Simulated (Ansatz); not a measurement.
**Si8H8: vertical ionisation energy**

An exercise on one series of results from a longer session: the logs are not shown, and one member is left open.

Method: unrestricted cation, the program's frozen cores in correlated methods; program: Ansatz 0.2.0, Gaussian basis.

Levels to be run: UKS PBE-D4/def2-TZVPP; UKS r2SCAN-D4/def2-TZVPP; UKS PBE0-D4/def2-TZVPP; UKS B3LYP-D4/def2-TZVPP; UKS wB97X-V/def2-TZVPP; UKS wB97M-V/def2-TZVPP; UKS B2PLYP/def2-TZVPP; UHF-CCSD(T)/def2-TZVPP; UHF-MP2/def2-QZVPP; extrapolation to the limit; then −ε(HOMO) from the neutral's earlier runs with LDA (SPW92), PBE-D4, revPBE-D4, BLYP-D4, r2SCAN-D4, B97M-V, PBE0-D4, B3LYP-D4, r2SCANh-D4, r2SCAN0-D4, HSE06-D4, BHLYP-D4, CAM-B3LYP-D4, LC-ωPBE, ωB97X-V, ωB97M-V.

### Structure used throughout

All runs share one geometry, relaxed beforehand with PBE0-D4 in a triple-zeta def2 set.

SMILES `[SiH]12[SiH]3[SiH]4[SiH]1[SiH]1[SiH]2[SiH]3[SiH]41`, 16 atoms, charge 0, spin multiplicity 1.

Atoms are counted from 1 here; the program's logs count them from 0.

Bond lengths: Si1–Si2 2.374 Å, Si1–Si4 2.374 Å, Si1–Si6 2.374 Å, Si1–H9 1.491 Å, Si2–Si3 2.374 Å, Si2–Si7 2.374 Å, Si2–H10 1.491 Å, Si3–Si4 2.374 Å, Si3–Si8 2.374 Å, Si3–H11 1.491 Å, Si4–Si5 2.374 Å, Si4–H12 1.491 Å, Si5–Si6 2.374 Å, Si5–Si8 2.374 Å, Si5–H13 1.491 Å, Si6–Si7 2.374 Å, Si6–H14 1.491 Å, Si7–Si8 2.374 Å and more. Angles: Si2–Si1–Si4 90.0°, Si2–Si1–Si6 90.0°, Si2–Si1–H9 125.3°, Si4–Si1–Si6 90.0°, Si4–Si1–H9 125.3°, Si6–Si1–H9 125.3°, Si1–Si2–Si3 90.0°, Si1–Si2–Si7 90.0°, Si1–Si2–H10 125.3°, Si3–Si2–Si7 90.0°, Si3–Si2–H10 125.3°, Si7–Si2–H10 125.3°, Si2–Si3–Si4 90.0°, Si2–Si3–Si8 90.0°, Si2–Si3–H11 125.3°, Si4–Si3–Si8 90.0°, Si4–Si3–H11 125.3°, Si8–Si3–H11 125.3° and more.

Set-up of the first run:

File in.yaml:

```yaml
crystal:
  periodic: [false, false, false]
  atoms:
    - {symbol: Si, position_ang: [1.883052, 0.734658, -0.376963]}
    - {symbol: Si, position_ang: [1.145539, -0.145026, 1.701303]}
    - {symbol: Si, position_ang: [0.134648, -1.971069, 0.569649]}
    - {symbol: Si, position_ang: [0.872165, -1.091383, -1.508615]}
    - {symbol: Si, position_ang: [-1.145537, 0.145029, -1.701308]}
    - {symbol: Si, position_ang: [-0.134650, 1.971071, -0.569651]}
    - {symbol: Si, position_ang: [-0.872164, 1.091380, 1.508611]}
    - {symbol: Si, position_ang: [-1.883054, -0.734659, 0.376956]}
    - {symbol: H, position_ang: [3.248327, 1.267309, -0.650278]}
    - {symbol: H, position_ang: [1.976087, -0.250176, 2.934806]}
    - {symbol: H, position_ang: [0.232276, -3.400156, 0.982661]}
    - {symbol: H, position_ang: [1.504517, -1.882676, -2.602406]}
    - {symbol: H, position_ang: [-1.976085, 0.250166, -2.934811]}
    - {symbol: H, position_ang: [-0.232265, 3.400163, -0.982646]}
    - {symbol: H, position_ang: [-1.504526, 1.882660, 2.602408]}
    - {symbol: H, position_ang: [-3.248330, -1.267300, 0.650283]}
basis:
  gaussian: {orbitals: def2-TZVPP}
total_charge: 1
magnetization: {spin_polarized: true, initial_magnetization: 1}
hamiltonian: {xc: pbe, dispersion: d4}
```

Among the steps run: Cation, UKS PBE-D4/def2-TZVPP; Cation, UKS r2SCAN-D4/def2-TZVPP; Cation, UKS PBE0-D4/def2-TZVPP; Cation, UKS B3LYP-D4/def2-TZVPP; Cation, UKS wB97X-V/def2-TZVPP; Cation, UKS wB97M-V/def2-TZVPP; Cation, UKS B2PLYP (frozen core)/def2-TZVPP; Cation, UHF-CCSD(T)/def2-TZVPP; Cation, UHF-MP2/def2-QZVPP.

One table of the session follows, with a row left open; its other results are not shown here.

Orbital estimates, from the neutral's runs:

| functional | −ε(HOMO) (eV) |
| --- | --- |
| LDA (SPW92) | 5.59 |
| PBE-D4 | 5.46 |
| revPBE-D4 | ? |
| BLYP-D4 | 5.25 |
| r2SCAN-D4 | 5.63 |
| B97M-V | 5.68 |
| PBE0-D4 | 6.32 |
| B3LYP-D4 | 6.10 |
| r2SCANh-D4 | 5.94 |
| r2SCAN0-D4 | 6.42 |
| HSE06-D4 | 5.94 |
| BHLYP-D4 | 7.00 |
| CAM-B3LYP-D4 | 7.36 |
| LC-ωPBE | 8.57 |
| ωB97X-V | 8.29 |
| ωB97M-V | 8.09 |

Estimate the missing values for revPBE-D4.

The run gave: −ε(HOMO) (eV): 5.41. In the column «−ε(HOMO) (eV)» it lies between BLYP-D4 (5.25) and PBE-D4 (5.46).

To keep in mind: In point group Oh the highest level is often degenerate; the cation then breaks the symmetry, and the runs may pick different components.
